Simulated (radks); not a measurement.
# Nuclear size and the levels of Ga⁺

An exercise on one series of results from a longer session: the logs are not shown, and one member is left open.

Program: radks (a radial shooting solver on a logarithmic mesh, Libxc functionals) version 1. Level of theory: Dirac Kohn-Sham, exchange-only LDA, spin-unpolarised, spherical densities, finite nucleus. These are calculated values, not measurements, unless marked.

## The atom as given

| Item | Value |
| --- | --- |
| element | gallium (Z = 31) |
| charge | +1 |
| electrons | 30 |
| configuration | [Ar] 3d10 4s2 |
| nuclear rms radius | 3.9973 fm |

Outer shells as boxes (Hund's rule):

Ga⁺
```
[Ar] core
3d [↑↓][↑↓][↑↓][↑↓][↑↓]
4s [↑↓]
```

Set-up of the first run:

The run's settings:

```text
Z 31
configuration [Ar] 3d10 4s2 4p0 5s0
relativity Dirac
functional lda,
spin unpolarised
j_filling average
nucleus finite rms 3.9973 fm
c 137.035999084
```

Steps of the session up to this table: rms radius 3.9973 fm.

One table of the session follows, with a row left open; its other results are not shown here.

Radial moments (bohr):

| level | <r> | outermost maximum (interpolated) | 90 % within | nodes |
| --- | --- | --- | --- | --- |
| 3p1/2 | 0.6729 | 0.561 | 1.04 | 1 |
| 3p3/2 | ? | ? | ? | ? |
| 3d3/2 | 0.8071 | 0.530 | 1.39 | 0 |
| 3d5/2 | 0.8135 | 0.532 | 1.41 | 0 |
| 4s1/2 | 2.229 | 1.85 | 3.36 | 3 |
| 4p1/2 | 2.867 | 2.31 | 4.41 | 2 |
| 4p3/2 | 2.910 | 2.35 | 4.48 | 2 |
| 5s1/2 | 6.356 | 5.61 | 9.34 | 4 |

**Question.** Estimate the row for 3p3/2.

As computed: <r>: 0.6839; outermost maximum (interpolated): 0.570; 90 % within: 1.06; nodes: 1. In the column «<r>» it lies between 3p1/2 (0.6729) and 3d3/2 (0.8071).
